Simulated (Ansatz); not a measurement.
Predict the output of the script below (Ansatz 0.2.0, Python API).

The script, `mgs.py`:
```python
"""Fat bands of MgS at high-symmetry points."""

from pathlib import Path
import sys
import warnings

import ansatz as az
import pandas as pd

MESH = (7, 7, 7)
SMEARING = "gaussian"
SIGMA = 0.01
BETA = 0.5
FUNCTIONAL = "pbesol"

warnings.simplefilter("ignore", az.DeckWarning)

lattice = az.Lattice.of(
    [0.0, 2.83312, 2.83312],
    [2.83312, 0.0, 2.83312],
    [2.83312, 2.83312, 0.0],
)
sites = [
    ("Mg", [0.0, 0.0, 0.0]),
    ("S", [0.75, 0.75, 0.75]),
]
xtal = az.Crystal(lattice=lattice)
for symbol, position in sites:
    xtal = xtal.atom(symbol, position)

points = {"K": (-0.375, 0.0, 0.375), "G": (0.0, 0.0, 0.0), "L": (0.0, 0.0, 0.5), "W": (-0.5, -0.25, 0.25), "X": (-0.5, -0.5, 0.0)}
job = (
    xtal.calculation()
    .kpoints(*MESH, center="gamma")
    .occupations(SMEARING, width=SIGMA)
    .mixing("broyden", beta=BETA)
    .functional(FUNCTIONAL)
    .band_structure(list(points.values()), intervals=1)
    .fat_bands()
)
try:
    out = job.run(threads=1, pin="off")
except az.NonConvergedError as error:
    sys.exit(f"no convergence: {error}")
except az.RefusalError as error:
    sys.exit(f"input refused: {error}")
rep = out.report
file = Path(out.write_results("results")) / "fatbands.tsv"
names = file.read_text().splitlines()[0].lstrip("# ").split("\t")
table = pd.read_csv(file, sep="\t", comment="#", names=names)
near = table[table.e_minus_ef.abs() < 4]
for ik, label in enumerate(points):
    print(label)
    for _, row in near[near.ik == ik].iterrows():
        main = row[names[4:]].astype(float).nlargest(2)
        print(f"   band {int(row.band):3d} {row.e_minus_ef:7.3f} eV  " + ", ".join(f"{k} {v:.2f}" for k, v in main.items()))
```

Output of `python mgs.py`:
```text
K
   band   6  -3.547 eV  s1_l1_3P 0.95, mg0_l0_3S 0.01
   band   7  -2.462 eV  s1_l1_3P 0.98, mg0_l1_2P 0.00
   band   8   3.033 eV  mg0_l0_3S 0.03, s1_l1_3P 0.01
G
   band   5  -1.641 eV  s1_l1_3P 0.99, mg0_l1_2P 0.00
   band   6  -1.641 eV  s1_l1_3P 0.99, mg0_l1_2P 0.00
   band   7  -1.641 eV  s1_l1_3P 0.99, mg0_l1_2P 0.00
   band   8   1.641 eV  mg0_l0_3S 0.65, s1_l0_3S 0.34
L
   band   6  -1.970 eV  s1_l1_3P 0.98, mg0_l1_2P 0.00
   band   7  -1.970 eV  s1_l1_3P 0.98, mg0_l1_2P 0.00
   band   8   3.337 eV  mg0_l0_3S 0.48, s1_l1_3P 0.08
W
   band   5  -3.957 eV  s1_l1_3P 0.74, mg0_l0_3S 0.26
   band   6  -3.503 eV  s1_l1_3P 0.98, mg0_l1_2P 0.00
   band   7  -2.991 eV  s1_l1_3P 0.95, mg0_l1_2P 0.00
   band   8   3.736 eV  s1_l1_3P 0.04, mg0_l1_2P 0.00
X
   band   6  -2.684 eV  s1_l1_3P 0.98, mg0_l1_2P 0.00
   band   7  -2.684 eV  s1_l1_3P 0.98, mg0_l1_2P 0.00
   band   8   2.070 eV  s1_l0_3S 0.00, mg0_l0_2S 0.00
   band   9   3.885 eV  mg0_l0_3S 0.33, s1_l1_3P 0.09
```

What to keep in mind:
- These settings explore the input space; cutoff and mesh may be short of convergence.
- The structure comes from a database of computed cells and needn't be a stable or known phase.
- Gaps and levels are Kohn-Sham values on a finite set of k-points.
- Energies are less the Fermi level and bands count from 0. Only the largest channels are printed, equivalent atoms hold more, and in degenerate sets the split between sites is arbitrary; shells that the potentials lack have no channel.
- Timing: 1.7 s on 1 thread of Intel(R) Xeon(R) Platinum 8488C (Sapphire Rapids), with other jobs on the host, peak memory 0.39 GiB.

(Lines on the test bed's own set-up are left out of the output.)
